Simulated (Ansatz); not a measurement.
# HfNbSe4: the cost of one run

Computed with Ansatz 0.2.0 (DFT PBE, scalar-relativistic, plane waves, PAW, unless a step's input says otherwise).

1 further run of the same task is left out (set aside as unsound or not needed).

## 1. The structure to begin with

Symmetry: Cmmm, No. 65, orthorhombic system. Conventional cell: a = 5.699 Å, b = 11.218 Å, c = 4.741 Å, α = 90.00°, β = 90.00°, γ = 90.00°. Hf (site symmetry mmm) is surrounded by 8 Se at 3.15 to 3.20 Å. Nb (site symmetry mmm) is surrounded by 14 Se at 3.45 to 3.94 Å and 4 Hf at 3.71 Å. Se (site symmetry m2m) has 6 Se at 2.84 to 3.13 Å and 2 Hf at 3.20 Å and 3 Nb at 3.45 to 3.57 Å as nearest neighbours. Around Se (site symmetry 2/m) lie 6 Se at 2.84 to 2.85 Å and 2 Hf at 3.15 Å and 4 Nb at 3.94 Å.

Structure file:

```cif
data_structure
_symmetry_space_group_name_H-M 'P 1'
_symmetry_Int_Tables_number 1
_cell_length_a 6.2915
_cell_length_b 6.2915
_cell_length_c 4.7412
_cell_angle_alpha 90.000
_cell_angle_beta 90.000
_cell_angle_gamma 126.140
_cell_volume 151.56
loop_
_atom_site_label
_atom_site_type_symbol
_atom_site_fract_x
_atom_site_fract_y
_atom_site_fract_z
_atom_site_occupancy
Hf1 Hf 0.00000 0.00000 0.50000 1
Nb1 Nb 0.50000 0.50000 0.00000 1
Se1 Se 0.19213 0.80787 0.00000 1
Se2 Se 0.80787 0.19213 0.00000 1
Se3 Se 0.00000 0.50000 0.50000 1
Se4 Se 0.50000 0.00000 0.50000 1
```

The cell is invented: species swapped into a database cell of SrCu4Ag (Cmmm, No. 65), with Nb on the Sr sites, Se on the Cu sites and Hf on the Ag sites. Lengths come from tabulated atomic sizes and are only a guess.

## 2. Probe: one point on a coarse mesh

File input.yaml:

```yaml
crystal:
  lattice:
    - [2.84940743, -5.60921388, 0.0]
    - [2.84940743, 5.60921388, 0.0]
    - [0.0, 0.0, 4.74115679]
  atoms:
    - { symbol: Hf, position: [0.0, 0.0, 0.5] }
    - { symbol: Nb, position: [0.5, 0.5, 0.0] }
    - { symbol: Se, position: [0.19213099, 0.80786901, 0.0] }
    - { symbol: Se, position: [0.80786901, 0.19213099, 0.0] }
    - { symbol: Se, position: [0.0, 0.5, 0.5] }
    - { symbol: Se, position: [0.5, 0.0, 0.5] }
basis:
  ecutwfc: 420
kpoints:
  mp_grid: { grid: [4, 4, 4] }
hamiltonian:
  xc: pbe
scf:
  occupations: { method: gaussian, width: 0.1 }
  lower_state_search: "off"
output:
  forces: true
  stress: true
  eigenvalues: true
```

The run is started by

```bash
$ ansatz run input.yaml --threads 1 --pin off --max-ram 2560MiB --backend cpu --events-out ev --progress --plain --runs-dir out
```

What time and memory should one allow on 1 thread of Intel Xeon at 2.70GHz, shared host?

About 12 s, with a peak of 0.54 GiB.
